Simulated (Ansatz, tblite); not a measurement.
# 2x3x3 MgS rock-salt block (Mg9S9): one state, many levels

One table from this session's results is given with a row withheld; the runs are named, their logs left out.

Method: as each input shows; program: Ansatz 0.2.0, Gaussian basis.

The runs, in order: GFN1-xTB, GFN2-xTB, PBE-D4/def2-TZVP, r2SCAN-D4/def2-TZVP, ωB97X-V/def2-TZVP, PBE-D4/def2-SVP, PBE0-D4/def2-SVP, HF/STO-3G, MP2/def2-SVP, RPA/def2-SVP.

2 further runs of the same task are left out: 2 set aside as unsound or not needed.

### The structure

The singlet was relaxed beforehand with PBE-D4/def2-SVP.

18 atoms, charge 0, spin multiplicity 1.

Bond lengths: Mg1–S10 2.410 Å, Mg1–S11 2.410 Å, Mg1–S14 2.371 Å, Mg2–S10 2.410 Å, Mg2–S12 2.410 Å, Mg2–S15 2.371 Å, Mg3–S10 2.651 Å, Mg3–S11 2.652 Å, Mg3–S12 2.652 Å, Mg3–S13 2.651 Å, Mg3–S16 2.583 Å, Mg4–S11 2.410 Å, Mg4–S13 2.410 Å, Mg4–S17 2.371 Å, Mg5–S12 2.410 Å, Mg5–S13 2.410 Å, Mg5–S18 2.371 Å, Mg6–S10 2.679 Å and more. Angles: S10–Mg1–S11 101.8°, S10–Mg1–S14 109.1°, S11–Mg1–S14 109.1°, S10–Mg2–S12 101.8°, S10–Mg2–S15 109.1°, S12–Mg2–S15 109.1°, S10–Mg3–S11 89.7°, S10–Mg3–S12 89.7°, S10–Mg3–S13 171.6°, S10–Mg3–S16 94.2°, S11–Mg3–S12 171.6°, S11–Mg3–S13 89.7°, S11–Mg3–S16 94.2°, S12–Mg3–S13 89.7°, S12–Mg3–S16 94.2°, S13–Mg3–S16 94.2°, S11–Mg4–S13 101.8°, S11–Mg4–S17 109.1° and more.

PBE0-D4/def2-TZVP was run before; its log isn't repeated, and its numbers join the tables.

The first run:

Tight binding, by tblite at 300 K electronic temperature and without a spin-polarisation term:

```python
tblite.interface.Calculator('GFN1-xTB', numbers, positions, charge=0, uhf=0).singlepoint()
```

Tight binding, by tblite at 300 K electronic temperature and without a spin-polarisation term:

```python
tblite.interface.Calculator('GFN2-xTB', numbers, positions, charge=0, uhf=0).singlepoint()
```

start.molden holds the orbitals of an earlier run on this state, given as this run's starting guess.

The input, in.yaml:

```yaml
crystal:
  periodic: [false, false, false]
  atoms:
    - {symbol: Mg, position_ang: [-0.935143, -2.300378, -2.303545]}
    - {symbol: Mg, position_ang: [-0.937072, -2.302867, 2.300554]}
    - {symbol: Mg, position_ang: [-1.364453, 0.000656, -0.000568]}
    - {symbol: Mg, position_ang: [-0.933012, 2.303746, -2.301337]}
    - {symbol: Mg, position_ang: [-0.935203, 2.301210, 2.302712]}
    - {symbol: Mg, position_ang: [1.111301, -2.444607, -0.000583]}
    - {symbol: Mg, position_ang: [1.113443, 0.000916, -2.443642]}
    - {symbol: Mg, position_ang: [1.111235, -0.001944, 2.444570]}
    - {symbol: Mg, position_ang: [1.113385, 2.443557, 0.001541]}
    - {symbol: S, position_ang: [-1.560697, -2.643325, -0.001945]}
    - {symbol: S, position_ang: [-1.558063, 0.002137, -2.645038]}
    - {symbol: S, position_ang: [-1.560462, -0.000731, 2.643707]}
    - {symbol: S, position_ang: [-1.558422, 2.644793, 0.000580]}
    - {symbol: S, position_ang: [1.418538, -2.505447, -2.506636]}
    - {symbol: S, position_ang: [1.416402, -2.508344, 2.505654]}
    - {symbol: S, position_ang: [1.218921, -0.000569, 0.000515]}
    - {symbol: S, position_ang: [1.420826, 2.507048, -2.504428]}
    - {symbol: S, position_ang: [1.418478, 2.504159, 2.507880]}
basis:
  gaussian: {orbitals: def2-TZVP, fitting: {mean_field: def2-universal-jkfit}, initial_orbitals: start.molden}
hamiltonian: {xc: pbe, dispersion: d4}
scf: {omitted_lower_state_checks: [starts]}
output: {forces: true, orbitals: {seedname: orbitals}}
```

Command:

```
> ansatz run in.yaml --threads 2 --pin off --events-out ev --progress --plain --max-ram 22528MiB --backend cuda --devices 0, --max-vram 18GiB
```

Steps of the session up to this table: PBE-D4/def2-TZVP; r2SCAN-D4/def2-TZVP; ωB97X-V/def2-TZVP; PBE-D4/def2-SVP; PBE0-D4/def2-SVP; HF/STO-3G; MP2/def2-SVP; RPA/def2-SVP.

One of the session's tables, all rows but one given; the rest of the session is left out.

It belongs to the step «Binding energy». 

```
              level  binding an atom (eV)
          HF/STO-3G                 3.714
        HF/def2-SVP                     ?
    PBE-D4/def2-SVP                 3.390
   PBE-D4/def2-TZVP                 3.333
r2SCAN-D4/def2-TZVP                 3.441
   PBE0-D4/def2-SVP                 3.383
  PBE0-D4/def2-TZVP                 3.329
  ωB97X-V/def2-TZVP                 3.350
       RPA/def2-SVP                 2.834
       MP2/def2-SVP                 3.239
```

**Question.** Estimate the row for HF/def2-SVP.

The run gave: binding an atom (eV): 2.429. In the column «binding an atom (eV)» it is the lowest.

Limits of these values: Free atoms were run apart at each level; binding is atoms less cluster, divided by the number of atoms, without zero-point or spin-orbit terms.
